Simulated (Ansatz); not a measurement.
# H3Cl: the cost of one run

Method: DFT PBE+D3(BJ), plane waves, PAW, scalar-relativistic, no spin polarisation, in Ansatz 0.2.0.

## 1. The structure to begin with

The cell holds 12 atoms (Cl3H9): a = 6.240 Å, b = 6.240 Å, c = 6.240 Å, α = 90.00°, β = 90.00°, γ = 90.00°.

Coordinates:

```xyz
12
Lattice="6.2403 0.0000 0.0000 0.0000 6.2403 0.0000 0.0000 0.0000 6.2403" Properties=species:S:1:pos:R:3 pbc="T T T"
H     5.0559    5.0620    3.7709
H     5.2050    5.0620    4.4928
H     0.9855    1.5867    4.5523
H     1.2728    2.2067    4.8289
H     2.7789    6.4548    3.8264
H     2.6670    5.7668    3.5866
Cl    4.7534    4.4719    0.8917
H     5.9036    3.9462    1.0893
Cl    4.6347    2.3885    3.2072
H     3.9440    2.2458    2.1392
Cl    1.4500   -0.5736    1.0165
H     1.6390    0.6243    0.6070
```

## 2. Preparing the start

Contents of input.yaml:

```yaml
crystal:
  lattice:
    - [6.240251, 0.0, 0.0]
    - [0.0, 6.240251, 0.0]
    - [0.0, 0.0, 6.240251]
  atoms:
    - { symbol: H, position: [0.8102138, 0.8111899, 0.6042841] }
    - { symbol: H, position: [0.8340996, 0.8111901, 0.7199749] }
    - { symbol: H, position: [0.1579328, 0.25427, 0.7295069] }
    - { symbol: H, position: [0.2039716, 0.3536241, 0.7738248] }
    - { symbol: H, position: [0.4453198, 1.0343893, 0.6131804] }
    - { symbol: H, position: [0.4273793, 0.9241316, 0.5747582] }
    - { symbol: Cl, position: [0.7617382, 0.7166273, 0.1429029] }
    - { symbol: H, position: [0.9460549, 0.6323762, 0.174555] }
    - { symbol: Cl, position: [0.7427184, 0.3827591, 0.5139582] }
    - { symbol: H, position: [0.63202, 0.3598867, 0.342799] }
    - { symbol: Cl, position: [0.2323602, -0.0919188, 0.1628885] }
    - { symbol: H, position: [0.2626443, 0.1000442, 0.0972699] }
basis:
  ecutwfc: 420.0
kpoints:
  mp_grid: { grid: [1, 1, 1] }
hamiltonian:
  xc: pbe
  dispersion: d3bj
scf:
  occupations: { method: fermi_dirac, width: 0.02 }
  lower_state_search: "off"
relax:
  f_tol: 0.3
  max_steps: 15
  adjacent_minimum: "off"
```

The run is started by

```sh
$ ansatz run input.yaml --threads 1 --pin off --max-ram 3072MiB --backend cpu --events-out ev --progress --plain --runs-dir out
```

Q: Estimate wall time and peak memory on 1 thread of an Arm CPU, shared host.

About 22 s, with a peak of 0.32 GiB.
